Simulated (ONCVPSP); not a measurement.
# Re: generating and testing an ONCV potential

Do these settings give a usable potential? It is generated, then checked for transferability, scattering, ghosts and hardness.

The numbers are computed with ONCVPSP 4.0.1 (LDA (Perdew-Wang 92), fully relativistic, spin-unpolarised reference atom).

## Step 1: Settings

The settings as typed:

```json
{
 "element": "rhenium (Re, Z = 75)",
 "type": "optimised norm-conserving Vanderbilt (ONCV)",
 "frozen core": "[Kr] 4d10 4f14",
 "valence charge": "15",
 "reference configuration": "5s2 5p6 5d5 6s1.5 (charge +0.5)",
 "partial waves": "5s+6s: rc 1.80 bohr, ncon 3, nbas 7, qcut 6.6 1/bohr, 2 projectors; 5p: rc 1.30 bohr, ncon 4, nbas 7, qcut 7.2 1/bohr, 2 projectors, debl 2.1 Ha; 5d: rc 3.16 bohr, ncon 4, nbas 8, qcut 5.9 1/bohr, 2 projectors, debl 1.7 Ha",
 "local potential": "polynomial inside 0.90 bohr (lpopt 5, dvloc0 2 Ha)",
 "core correction": "polynomial model core, fcfact 0.75"
}
```

## Step 2: Generating the potential

Re.dat reads:

```
# ATOM AND REFERENCE CONFIGURATION
# atsym  z   nc   nv     iexc    psfile
  Re 75.00   10    4  -001012      upf
#
#   n    l    f
    1    0    2.00
    2    0    2.00
    2    1    6.00
    3    0    2.00
    3    1    6.00
    3    2   10.00
    4    0    2.00
    4    1    6.00
    4    2   10.00
    4    3   14.00
    5    0    2.00
    5    1    6.00
    5    2    5.00
    6    0    1.50
#
# PSEUDOPOTENTIAL AND OPTIMIZATION
# lmax
    2
#
#   l,   rc,      ep,       ncon, nbas, qcut
    0    1.80    0.00    3    7    6.60
    1    1.30    0.00    4    7    7.20
    2    3.16    0.00    4    8    5.90
#
# LOCAL POTENTIAL
# lloc, lpopt,  rc(5),   dvloc0
    4    5    0.90    2.00
#
# VANDERBILT-KLEINMAN-BYLANDER PROJECTORs
# l, nproj, debl
    0    2    3.10
    1    2    2.10
    2    2    1.70
#
# MODEL CORE CHARGE
# icmod, fcfact, rcfact
    1    0.75    0.00
#
# LOG DERIVATIVE ANALYSIS
# epsh1, epsh2, depsh
   -5.00    5.00    0.04
#
# OUTPUT GRID
# rlmax, drl
    6.00    0.01
#
# TEST CONFIGURATIONS
# ncnf
    4
# nvcnf
#   n    l    f
    4
    5    0    2.00
    5    1    6.00
    5    2    5.00
    6    0    2.00
#
    4
    5    0    2.00
    5    1    6.00
    5    2    5.00
    6    0    1.00
#
    4
    5    0    2.00
    5    1    6.00
    5    2    5.00
    6    0    0.00
#
    5
    5    0    2.00
    5    1    6.00
    5    2    5.00
    6    0    1.00
    6    1    1.00
#
```

Launch:

```bash
$ oncvpspr.x < Re.dat > Re.out
```

What does the calculation give? Wanted: cutoffs for 1 and 0.1 mHa per electron, occupied waves; bound ghosts; GHOST(+) flags; largest test error; largest phase difference near zero energy, channels read; rms error of d²Exc/dn², without and with the model core.

The runs gave:

| quantity | value |
| --- | --- |
| cutoffs for 1 and 0.1 mHa per electron, occupied waves | 45 Ha and 85 Ha |
| bound ghosts | s at -69.64 eV |
| GHOST(+) flags | p3/2 at 216 eV, p1/2 at 292 eV, d3/2 at 218 eV |
| largest test error (AE − PS) | -11 meV, for 5s2 5p6 5d5 6s0 |
| largest phase difference near zero energy, channels read | 0.010 rad |
| rms error of d²Exc/dn², without and with the model core | 10.84 and 2.48 mHa |

What this shows: It has a bound ghost (s), a state that the atom doesn't have, and that rules the file out. The worst unpolarised test, 5s2 5p6 5d5 6s0, is off by 11 meV on 22.3 eV; by total energies transferability rates as good. Atomic tests can pass in spite of a ghost, since they solve only for the levels asked. By its cutoff, 45 Ha for the looser tolerance, it is hard. At the looser tolerance the 5p wave is the slowest; 5s needs 14 Ha. Near zero energy the phases of the channels with partial waves agree within 0.010 rad. The pseudo curves have a pole with no partner nearby in the atom's: s at -2.53 Ha. The program also flags highly localised states, GHOST(+) (p3/2, p1/2, d3/2). Note that the frozen 4f shell (-46 eV) lies higher than the valence 5s shell (-89 eV).
